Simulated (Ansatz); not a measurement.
Pb2O:

```xyz
6
Lattice="5.3800 0.0000 0.0000 0.0000 5.3800 0.0000 0.0000 0.0000 5.3800" Properties=species:S:1:pos:R:3 pbc="T T T"
Pb    4.0350    1.3450    4.0350
Pb    1.3450    4.0350    4.0350
Pb    4.0350    4.0350    1.3450
Pb    1.3450    1.3450    1.3450
O     2.6900    2.6900    2.6900
O     0.0000    0.0000    0.0000
```

```yaml
Program: Ansatz 0.2.0
Task: single point
Functional: PBE
Potentials_or_basis: Ansatz PAW
Cutoff: "420 eV (not typed: the program's choice for these potentials)"
k_mesh: 5 × 5 × 5
Occupations: fermi-dirac, width 0.05 eV
Spin: no spin polarisation
```

On this cell: pressure 2.9 GPa; largest force zero by symmetry; band gap on the k mesh none (metal or under the smearing width).

The same run follows on a disturbed copy (atoms moved at random, drawn with an rms of 0.05 Å):

```
Pb O
1.0
     5.38000    0.00000    0.00000
     0.00000    5.38000    0.00000
     0.00000    0.00000    5.38000
Pb O
4 2
Direct
  0.73789 0.26198 0.75438
  0.25831 0.74850 0.74688
  0.74786 0.75082 0.25255
  0.25300 0.24689 0.25471
  0.49607 0.49439 0.50659
  0.99437 0.00074 0.99937
```

Task: What changes?

Result: The energy (extrapolated to zero smearing) moves by +8.5 meV/atom; pressure 3.1 GPa; largest force 0.786 eV/Å; band gap on the k mesh none (metal or under the smearing width).

Forces in eV/Å, atoms in the order of the input:
```
Pb   0.493 -0.418  0.447
Pb  -0.390  0.426  0.358
Pb   0.192  0.181 -0.182
Pb  -0.273 -0.255 -0.298
O   -0.058  0.167 -0.362
O    0.037 -0.101  0.036
```

Stress tensor (GPa, compression positive):
```
 3.06 -0.59  0.47
-0.59  3.09 -0.10
 0.47 -0.10  3.10
```
